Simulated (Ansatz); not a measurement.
Input of an Ansatz 0.2.0 run:

The input input.yaml:

```yaml
crystal:
  lattice:
    - [-2.80955, 2.80955, 5.513]
    - [2.80955, -2.80955, 5.513]
    - [2.80955, 2.80955, -5.513]
  atoms:
    - { symbol: Se, position: [0.12562, 0.625, 0.00062] }
    - { symbol: Se, position: [0.875, 0.87438, 0.49938] }
    - { symbol: Se, position: [0.62438, 0.125, 0.99938] }
    - { symbol: Se, position: [0.375, 0.37562, 0.50062] }
    - { symbol: Ga, position: [0.25, 0.75, 0.5] }
    - { symbol: Ga, position: [0.5, 0.5, 0.0] }
    - { symbol: Cu, position: [0.75, 0.25, 0.5] }
    - { symbol: Cu, position: [0.0, 0.0, 0.0] }
kpoints:
  mp_grid: { grid: [7, 7, 7] }
  band_path:
    path:
      - [0.0, 0.0, 0.0]
      - [0.0, 0.0, 0.5]
      - [-0.1298576533, 0.1298576533, 0.5]
      - [-0.3149288266, 0.3149288266, 0.3149288266]
      - [0.0, 0.0, 0.0]
      - [0.5, 0.5, -0.5]
      - [0.3149288266, 0.6850711734, -0.3149288266]
      - [0.0, 0.5, 0.0]
    npoints: 8
scf:
  occupations: { method: fermi_dirac, width: 0.05 }
hamiltonian:
  xc: pbe
  pseudopotentials: { kind: all_electron, lapw: { basis_error: 0.002 } }
output:
  forces: true
  stress: true
  eigenvalues: true
```

Potentials or basis: all-electron LAPW, scalar-relativistic.

Run with:

```sh
$ ansatz run input.yaml --threads 4 --pin off --max-ram 12288MiB --backend cpu --events-out ev --progress --plain --runs-dir out
```

What does it give for the band gap on the k mesh?

0.24 eV, direct.

Predict the band gap along the path.

0.24 eV, direct.

Forces on the atoms (eV/Å):
```
Se   0.000 -0.389  0.000
Se   0.389  0.000  0.000
Se   0.000  0.389  0.000
Se  -0.389  0.000  0.000
Ga   0.000  0.000  0.000
Ga   0.000  0.000  0.000
Cu   0.000  0.000  0.000
Cu   0.000  0.000  0.000
```

**What was measured.**

“Growth and anisotropy of transport properties of CuGaSe2 single crystals”, 2018, pmc:6251020 reports, for a bulk crystal of GaCuSe2: band gap 1.7 eV.

Against the measured gap of GaCuSe2, 1.7 eV (“Growth and anisotropy of transport properties of CuGaSe2 single crystals”, 2018, pmc:6251020), the calculated 0.24 eV is off by -1.46 eV. So large a miss can be the level of theory's own, or it may mean another phase, state or a wrong row. 2 values of this kind are on record in papers (1.7 to 1.72 eV); this one was drawn at random among those near their median. Spin-orbit coupling on Ga, Se is left out. The value is that of PBE, without temperature or zero-point motion. Semilocal functionals fall short of measured gaps as a rule.
